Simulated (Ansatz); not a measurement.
CH₄AlBOS, SMILES BC(=O)[S][AlH2]: vertical spin-state energies, run with Ansatz 0.2.0, Python API.

Script `ch4albos_spin.py`:
```python
# -*- coding: utf-8 -*-
"""Gap between spin states of CH4AlBOS at one geometry."""

import ansatz as az


def main():
    system = (
        az.Crystal.molecule()
        .atom("B", (-1.0791, 0.5368, 1.3125))
        .atom("C", (0.2758, -0.0638, 1.0723))
        .atom("O", (0.5311, -1.1107, 1.609))
        .atom("S", (1.561, 0.7681, 0.0278))
        .atom("Al", (0.8468, -0.3634, -1.8611))
        .atom("H", (-1.4069, 1.6164, 0.7706))
        .atom("H", (-1.8945, 0.0482, 1.9968))
        .atom("H", (-0.2746, 0.2579, -2.7734))
        .atom("H", (1.5289, -1.7357, -2.1717))
    )

    model = (
        system.calculation()
        .basis(gaussian="6-31G*")
        .functional("HF")
    )
    found = {}
    for unpaired in [0, 2, 4]:
        data = model.spin("collinear", total=unpaired).run(threads=1).report
        s = unpaired / 2
        found[unpaired] = data["free_energy_ev"]
        print(f"2S+1 = {unpaired + 1}: E = {found[unpaired]:.5f} eV, <S^2> = {abs(data['mean_field']['state']['spin_squared']):.3f} (pure state {s * (s + 1):.2f})")
    lowest = min(found, key=found.get)
    for unpaired, e in found.items():
        print(f"multiplicity {unpaired + 1}: {23.060548 * (e - found[lowest]):.1f} kcal/mol above the lowest")


if __name__ == "__main__":
    main()
```

Which spin state is lowest at this geometry, and how far above lie the others?

In order: multiplicity 1 (+0.00 eV), multiplicity 3 (+1.15 eV) and multiplicity 5 (+5.21 eV), all at the one geometry.

The output:

```console
$ python ch4albos_spin.py
2S+1 = 1: E = -21200.92331 eV, <S^2> = 0.049 (pure state 0.00)
2S+1 = 3: E = -21199.77392 eV, <S^2> = 2.027 (pure state 2.00)
2S+1 = 5: E = -21195.71290 eV, <S^2> = 6.046 (pure state 6.00)
multiplicity 1: 0.0 kcal/mol above the lowest
multiplicity 3: 26.5 kcal/mol above the lowest
multiplicity 5: 120.2 kcal/mol above the lowest
```

What to keep in mind:
- These settings explore the input space; basis and method may be short of convergence.
- The geometry is a force-field or estimated start, not a minimum of this method, and the basis set is short of its limit. All parts are taken at fixed geometry, without zero-point energy.
- The expectation value of S² is noticeably off S(S+1) in at least one run, so that state is spin-contaminated.
- Hartree-Fock leaves correlation out, so it favours high-spin states too much.
- The whole script took 16 s on 1 thread of Intel(R) Xeon(R) Processor @ 2.30GHz (shared host), peak memory 0.38 GiB.
